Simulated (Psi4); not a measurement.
# GeH2 (SMILES [GeH2]): HSE06/def2-TZVPPD

Aim: the energy change on altering one bond length of GeH2 at HSE06/def2-TZVPPD, from 2 runs. 

Program for the calculation: Psi4 1.11.

## 1. Starting point

GeH2 has 3 atoms, charge 0, and is taken as a singlet. As SMILES, `[GeH2]`. The shape is that of a PBE0-D4/def2-TZVP optimisation.

Bond lengths: Ge1–H2 1.595 Å, Ge1–H3 1.594 Å. Angles: H2–Ge1–H3 90.6°.

## 2. A single-point energy at HSE06/def2-TZVPPD

job.in reads:

```
memory 1.6 GB

molecule {
  0 1
  Ge    -0.570100     0.405100    -0.263700
  H      0.783000     0.743600     0.509000
  H     -0.212900    -1.148700    -0.245300
  units angstrom
  symmetry c1
}

set basis def2-TZVPPD
set puream true
set e_convergence 1e-09
set d_convergence 1e-08
set scf_type pk
set dft_radial_points 99
set dft_spherical_points 590

e, wfn = energy("hse06", return_wfn=True)
oeprop(wfn, "DIPOLE", "LOWDIN_CHARGES", "MULLIKEN_CHARGES", title="HSE06")
print_variables()
```

Started as:

```bash
$ psi4 -n 1 job.in job.out
```

job.out, shortened:

```text
[...]
  Running in c1 symmetry.
[...]
  Nuclear repulsion =   21.473702028079785
[...]
  Multiplicity = 1
[...]
  Nalpha       = 17
  Nbeta        = 17
[...]
    Number of basis functions: 88
[...]
   @RKS iter   1: -2076.35521060352539   -1.94336e+00   3.47352e-02 ADIIS/DIIS
[...]
   @RKS iter  10: -2077.87128775064366   -4.54747e-13   1.53235e-09 DIIS
[...]
    Orbital Energies [Eh]
    ---------------------
    Doubly Occupied:
       1A   -399.099948     2A    -49.909376     3A    -44.385391
       4A    -44.381461     5A    -44.380599     6A     -6.276794
       7A     -4.436915     8A     -4.424770     9A     -4.421837
      10A     -1.228995    11A     -1.225597    12A     -1.223080
      13A     -1.215167    14A     -1.212651    15A     -0.516789
      16A     -0.309710    17A     -0.239601
[...]
  @RKS Final Energy: -2077.87128775064366
   => Energetics <=
    Nuclear Repulsion Energy =             21.4737020280797850
    One-Electron Energy =               -2938.3413669937681334
    Two-Electron Energy =                 899.4609272922589298
    DFT Exchange-Correlation Energy =     -60.4645500772144899
    Empirical Dispersion Energy =           0.0000000000000000
    VV10 Nonlocal Energy =                  0.0000000000000000
    Total Energy =                      -2077.8712877506436598
[...]
 Multipole Moments:
 ------------------------------------------------------------------------------------
     Multipole            Electronic (a.u.)      Nuclear  (a.u.)        Total (a.u.)
 ------------------------------------------------------------------------------------
 L = 1.  Multiply by 2.5417464519 to convert [e a0] to [Debye]
 Dipole X            :         -2.0052036            1.9501117           -0.0550918
 Dipole Y            :          1.3021482           -1.2664574            0.0356908
 Dipole Z            :         -0.0000000           -0.0000000           -0.0000000
 Magnitude           :                                                    0.0656425
[...]
  Mulliken Charges: (a.u.)
   Center  Symbol    Alpha    Beta     Spin     Total
       1    GE    15.97491 15.97491  0.00000  0.05018
       2     H     0.51255  0.51255  0.00000 -0.02510
       3     H     0.51254  0.51254  0.00000 -0.02508
   Total alpha = 17.00000, Total beta = 17.00000, Total charge =  0.00000
  Lowdin Charges: (a.u.)
   Center  Symbol    Alpha    Beta     Spin     Total
       1    GE    15.66404 15.66404  0.00000  0.67192
       2     H     0.66797  0.66797  0.00000 -0.33593
       3     H     0.66799  0.66799  0.00000 -0.33599
[...]
```

It took 11 s on 1 thread of Intel Xeon 6975P-C (Granite Rapids), shared host; peak memory 0.81 GiB.

## 3. The distorted shape

input.in reads:

```
memory 1.6 GB

molecule geom {
  0 1
  Ge
  H 1 1.59453
  H 1 1.8336 2 90.64041
  symmetry c1
  no_reorient
  no_com
}

set {
  basis def2-TZVPPD
  reference rks
  puream true
  e_convergence 1e-09
  d_convergence 1e-08
  scf_type pk
  dft_radial_points 99
  dft_spherical_points 590
}

e_tot, wfn = energy("hse06", return_wfn=True)
oeprop(wfn, "WIBERG_LOWDIN_INDICES", "MULLIKEN_CHARGES", "LOWDIN_CHARGES")
```

Started as:

```bash
$ psi4 input.in input.out -n 1
```

input.out, shortened:

```text
[...]
  Running in c1 symmetry.
[...]
  Nuclear repulsion =   20.071633523414548
[...]
  Multiplicity = 1
[...]
  Nalpha       = 17
  Nbeta        = 17
[...]
    Number of basis functions: 88
[...]
   @RKS iter   1: -2076.31734670224478   -1.99356e+00   3.47858e-02 ADIIS/DIIS
[...]
   @RKS iter  11: -2077.86103405268432   -2.27374e-12   1.93552e-09 DIIS
[...]
  @RKS Final Energy: -2077.86103405268432
   => Energetics <=
    Nuclear Repulsion Energy =             20.0716335234145475
    One-Electron Energy =               -2935.2998916351657499
    Two-Electron Energy =                 897.8004321091211750
    DFT Exchange-Correlation Energy =     -60.4332080500542190
    Empirical Dispersion Energy =           0.0000000000000000
    VV10 Nonlocal Energy =                  0.0000000000000000
    Total Energy =                      -2077.8610340526843174
[...]
 Multipole Moments:
 ------------------------------------------------------------------------------------
     Multipole            Electronic (a.u.)      Nuclear  (a.u.)        Total (a.u.)
 ------------------------------------------------------------------------------------
 L = 1.  Multiply by 2.5417464519 to convert [e a0] to [Debye]
 Dipole X            :          2.2135961           -1.9013212            0.3122749
 Dipole Y            :          1.6680032           -1.6322723            0.0357309
 Dipole Z            :         -0.0000000            0.0000000           -0.0000000
 Magnitude           :                                                    0.3143125
[...]
  Mulliken Charges: (a.u.)
   Center  Symbol    Alpha    Beta     Spin     Total
       1    GE    15.96064 15.96064  0.00000  0.07872
       2     H     0.51057  0.51057  0.00000 -0.02115
       3     H     0.52879  0.52879  0.00000 -0.05758
   Total alpha = 17.00000, Total beta = 17.00000, Total charge = -0.00000
  Lowdin Charges: (a.u.)
   Center  Symbol    Alpha    Beta     Spin     Total
       1    GE    15.69314 15.69314  0.00000  0.61373
       2     H     0.68117  0.68117  0.00000 -0.36234
       3     H     0.62569  0.62569  0.00000 -0.25139
[...]
```

Wall time 12 s (1 thread of Intel Xeon 6975P-C (Granite Rapids), shared host); peak memory 0.81 GiB.

## 4. Results

At HSE06/def2-TZVPPD:

```
                                                          quantity           value
                                         first shape: total energy  -2077.87129 Eh
                                        first shape: dipole moment          0.17 D
                                          first shape: HOMO energy        -6.52 eV
                                          first shape: LUMO energy        -3.46 eV
                                        first shape: HOMO–LUMO gap         3.06 eV
                                     distorted shape: total energy  -2077.86103 Eh
                                    distorted shape: dipole moment          0.80 D
                                      distorted shape: HOMO energy        -6.61 eV
                                      distorted shape: LUMO energy        -3.55 eV
                                    distorted shape: HOMO–LUMO gap         3.06 eV
energy change with the Ge1–H3 bond stretched from 1.594 to 1.834 Å        0.279 eV
```

With the Ge1–H3 bond stretched from 1.594 to 1.834 Å the energy rises by 0.28 eV (26.9 kJ/mol). The first shape isn't relaxed at this level, so the change isn't measured from a minimum. Mulliken charges (distorted shape) run from -0.06 on H3 to +0.08 on Ge1; in a basis this large or diffuse they mean little.
